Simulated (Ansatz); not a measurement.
Molecular dynamics of MnAg2O4

input.yaml

```yaml
crystal:
  lattice:
    - [10.09798, 0.0, 0.0]
    - [0.0, 7.05889, 0.0]
    - [0.0, 0.0, 5.52874]
  atoms:
    - { symbol: Mn, position: [0.31563939, 0.23645217, -0.01073971], spin: 3.5 }
    - { symbol: Mn, position: [0.18407906, 0.75303786, 0.53205029], spin: 3.5 }
    - { symbol: Mn, position: [0.80243401, 0.23357187, 0.45353391], spin: 3.5 }
    - { symbol: Mn, position: [0.680885, 0.76255563, 0.99285528], spin: 3.5 }
    - { symbol: Ag, position: [0.65962403, 0.22771068, 0.00055096] }
    - { symbol: Ag, position: [0.85998302, 0.75489736, 0.48322174] }
    - { symbol: Ag, position: [0.1308235, 0.21881473, 0.48375834] }
    - { symbol: Ag, position: [0.35597717, 0.78016247, 1.02076901] }
    - { symbol: Ag, position: [0.50681138, 0.4997169, 0.52517507] }
    - { symbol: Ag, position: [0.0198146, 0.51899576, -0.03220342] }
    - { symbol: Ag, position: [-0.01134262, 0.02414196, -0.00989534] }
    - { symbol: Ag, position: [0.49544614, 0.00511315, 0.56330976] }
    - { symbol: O, position: [0.8662693, 0.22369686, 0.73999922] }
    - { symbol: O, position: [0.64767077, 0.69155475, 0.26938396] }
    - { symbol: O, position: [0.38141388, 0.25114409, 0.71939926] }
    - { symbol: O, position: [0.12499079, 0.73763431, 0.25718845] }
    - { symbol: O, position: [0.6444328, 0.24334894, 0.49569075] }
    - { symbol: O, position: [0.84392619, 0.77332757, 0.9427294] }
    - { symbol: O, position: [0.14276527, 0.22507815, 0.00729367] }
    - { symbol: O, position: [0.3483307, 0.74879209, 0.51207821] }
    - { symbol: O, position: [0.88207557, 0.40572338, 0.31716077] }
    - { symbol: O, position: [0.59742191, 0.56356779, 0.87094656] }
    - { symbol: O, position: [0.40705329, 0.06945966, 0.14883946] }
    - { symbol: O, position: [0.11062725, 0.93801802, 0.6685444] }
    - { symbol: O, position: [0.12373026, 0.55791179, 0.65284504] }
    - { symbol: O, position: [0.36566537, 0.4339802, 0.10391671] }
    - { symbol: O, position: [0.60852319, 0.94025951, 0.86495924] }
    - { symbol: O, position: [0.84780793, 0.04663821, 0.30607865] }
magnetization:
  spin_polarized: true
basis:
  ecutwfc: 420.0
kpoints:
  mp_grid: { grid: [1, 1, 2] }
hamiltonian:
  xc: pbe
  dispersion: d3bj
scf:
  occupations: { method: fermi_dirac, width: 0.05 }
  lower_state_search: "off"
md:
  timestep: 1
  n_steps: 80
  ensemble: nve
  temperature: 2400.0
  initial_velocities: maxwell_boltzmann
  seed: 595778
```

Launched with:

```bash
$ ansatz run input.yaml --threads 2 --pin off --max-ram 5120MiB --backend cpu --events-out ev --progress --plain --runs-dir out
```

It goes on from the last frame of an earlier run, with new velocities.

Output, in part (warnings, step lines):

```
WARN: dispersion: an atom stands within reach of a switch of its C6 between two reference coordination numbers of its element: through that C6 alone, e_disp changes by 0.025 eV or more while the distances to its neighbours run over a stretch of 0.05 Å that contains this geometry (sites counted from …
md step     0: t =     0.00 fs  T =  2400.0 K  F+E_penalty+E_count = -85385.51512956 eV  E_kin = 8.376048 eV  conserved = -85377.13908163 eV  (31 SCF iters)
[... lines left out ...]
```

The steps, from the saved trajectory:

```
time (fs)  T (K)  potential energy less start (eV)  conserved less start (meV/atom)
        0   2400                             0.000                             0.00
        2   2409                            -0.029                             0.07
        4   2360                             0.144                             0.11
        6   2269                             0.463                             0.14
        8   2149                             0.882                             0.16
       10   2012                             1.359                             0.19
       12   1874                             1.844                             0.23
       14   1749                             2.280                             0.26
       16   1652                             2.617                             0.28
       18   1593                             2.824                             0.28
       20   1571                             2.900                             0.26
       22   1579                             2.871                             0.24
       24   1607                             2.775                             0.22
       26   1643                             2.646                             0.20
       28   1681                             2.513                             0.19
       30   1716                             2.393                             0.18
       32   1743                             2.298                             0.18
       34   1763                             2.229                             0.19
       36   1781                             2.167                             0.21
       38   1808                             2.072                             0.23
       40   1858                             1.897                             0.24
       42   1938                             1.619                             0.22
       44   2035                             1.278                             0.15
       46   2122                             0.973                             0.06
       48   2157                             0.848                            -0.05
       50   2098                             1.052                            -0.10
       52   1944                             1.594                             0.07
       54   1792                             2.133                             0.38
       56   1775                             2.191                             0.34
       58   1876                             1.831                             0.02
       60   1955                             1.552                            -0.09
       62   1940                             1.607                             0.00
       64   1852                             1.915                             0.13
       66   1742                             2.304                             0.21
       68   1642                             2.653                             0.24
       70   1567                             2.916                             0.24
       72   1515                             3.094                             0.22
       74   1476                             3.229                             0.17
       76   1430                             3.389                             0.13
       78   1358                             3.641                             0.11
       80   1253                             4.006                             0.14
```

All steps were run. The conserved energy stayed within 0.42 meV per atom of its start (net change 0.14 meV per atom), so the integration is sound. A run of 0.08 ps of so small a system gives no equilibrium averages. No Hubbard correction was used and the magnetic state wasn't searched. Limits of this set-up: coarse k mesh.

Mean squared displacements from the first frame to the last, about the centre of mass: Mn 0.27 Å², Ag 0.19 Å², O 0.53 Å².

Last frame:

```xyz
28
Lattice="10.0980 0.0000 0.0000 0.0000 7.0589 0.0000 0.0000 0.0000 5.5287" Properties=species:S:1:pos:R:3
Mn 3.230 2.011 0.579
Mn 1.686 5.022 2.578
Mn 8.405 1.814 2.480
Mn 7.276 5.242 5.484
Ag 6.866 1.533 -0.330
Ag 8.648 4.861 2.692
Ag 1.361 1.530 3.165
Ag 3.317 5.807 5.585
Ag 5.244 3.406 2.554
Ag -0.216 3.751 -0.152
Ag -0.048 0.550 -0.223
Ag 4.556 -0.043 3.291
O 8.992 2.109 4.132
O 6.873 5.290 1.510
O 3.469 2.115 4.369
O 1.342 5.468 0.983
O 6.955 1.313 2.200
O 8.937 5.628 5.233
O 1.877 1.294 1.174
O 3.129 5.040 3.247
O 9.141 2.868 1.516
O 6.923 3.628 4.921
O 4.685 0.310 0.773
O 0.686 6.088 3.323
O 0.721 3.726 2.925
O 3.940 3.479 0.889
O 6.166 6.163 4.686
O 9.380 0.582 2.161
```

Run time: 25 min on 2 threads of Intel(R) Xeon(R) Platinum 8259CL CPU @ 2.50GHz (Skylake/Cascade Lake), with other jobs on the host, peak memory 1.1 GiB.
